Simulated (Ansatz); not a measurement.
# CH5AlFN: the cost of one run

Method: RKS B3LYP-D4/def2-SVP, in Ansatz 0.2.0.

## 1. The starting structure

Bond lengths: Al1–F2 2.112 Å, Al1–N3 1.728 Å, Al1–C5 1.988 Å, N3–H6 1.008 Å, C5–H7 1.098 Å, C5–H8 1.097 Å, C5–H9 1.095 Å. Angles: F2–Al1–N3 78.6°, F2–Al1–C5 115.1°, N3–Al1–C5 166.2°, Al1–N3–H6 136.0°, Al1–C5–H7 110.2°, Al1–C5–H8 112.1°, Al1–C5–H9 112.1°, H7–C5–H8 107.7°, H7–C5–H9 107.3°, H8–C5–H9 107.3°.

Structure file:

```xyz
9

Al   -0.3218    0.0113   -0.1241
F    -0.1658   -2.0850   -0.3262
N    -1.9376   -0.4108   -0.5681
H    -1.2492   -1.5508   -0.4284
C     1.3729    0.9419    0.3367
H    -2.8562   -0.2718   -0.1774
H     2.2214    0.2501    0.2484
H     1.5685    1.7944   -0.3247
H     1.3677    1.3209    1.3638
```

## 2. A restrained relaxation towards end A

Springs on the bonds that form and break draw the guess towards this end; the thresholds are loose.

Contents of input.yaml:

```yaml
crystal:
  periodic: [false, false, false]
  atoms:
    - { symbol: Al, position_ang: [-0.3218, 0.0113, -0.1241] }
    - { symbol: F, position_ang: [-0.1658, -2.085, -0.3262] }
    - { symbol: "N", position_ang: [-1.9376, -0.4108, -0.5681] }
    - { symbol: H, position_ang: [-1.2492, -1.5508, -0.4284] }
    - { symbol: C, position_ang: [1.3729, 0.9419, 0.3367] }
    - { symbol: H, position_ang: [-2.8562, -0.2718, -0.1774] }
    - { symbol: H, position_ang: [2.2214, 0.2501, 0.2484] }
    - { symbol: H, position_ang: [1.5685, 1.7944, -0.3247] }
    - { symbol: H, position_ang: [1.3677, 1.3209, 1.3638] }
basis:
  gaussian: { orbitals: def2-SVP }
hamiltonian:
  xc: b3lyp
  dispersion: d4
relax:
  f_tol: 0.15
  max_steps: 25
  restrain:
    - { distance: [3, 1], at: 2.18, k: 30.0 }
    - { distance: [0, 1], at: 1.78, k: 30.0 }
    - { distance: [3, 2], at: 1.02, k: 30.0 }
```

Run with:

```sh
$ ansatz run input.yaml --threads 2 --pin off --max-ram 3072MiB --backend cpu --events-out ev --progress --plain --runs-dir out
```

**Question.** How long does this run take on 2 threads of Intel Xeon 6975P-C (Granite Rapids), shared host, and how much memory does it need?

About 9.4 s, with a peak of 0.18 GiB.
